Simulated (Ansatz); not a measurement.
B:

```
CELL_PARAMETERS angstrom
1.88524 0.00000 0.00000
0.00000 1.88524 0.00000
0.00000 0.00000 1.88524
ATOMIC_POSITIONS crystal
B 0.50000 0.50000 0.50000
```

The cell was built by a generator and needn't be a form met in nature.

| Property | Result |
| --- | --- |
| Program | Ansatz 0.2.0 |
| Task | relaxation of cell and atoms |
| Functional | HSEsol |
| Potentials or basis | Ansatz PAW |
| Cutoff | 420 eV (not typed: the program's choice for these potentials) |
| k mesh | 7 × 7 × 7 |
| Occupations | fermi-dirac, width 0.05 eV |
| Spin | no spin polarisation |

At the start: volume 6.70 Å³/atom.

Q: Where does the relaxation end?

A: It ends after 5 steps and the volume is 6.52 Å³/atom (-2.6 %); space group Pm-3m (No. 221, to 0.05 Å).

Step by step:
```
step  energy change (eV)  largest force (eV/Å)  volume (Å³)
   1              0.0000                0.0000         6.70
   2             -0.0031                0.0000         6.60
   3             -0.0039                0.0000         6.52
   4             -0.0039                0.0000         6.52
   5             -0.0036                0.0000         6.52
```

Final structure:
```
B
1.0
     1.86860    0.00000    0.00000
     0.00000    1.86860    0.00000
     0.00000    0.00000    1.86860
B
1
Direct
  0.50000 0.50000 0.50000
```

Caveat: the k mesh is coarse (spacing up to 0.48 Å⁻¹), so the values aren't converged, least of all with exact exchange; the plane-wave basis is chosen anew once the cell has moved, so the energies of steps on either side of that aren't comparable; the PAW data sets come from PBE, with cores solved anew for the run's functional, which leaves a small shift of forces and pressure.
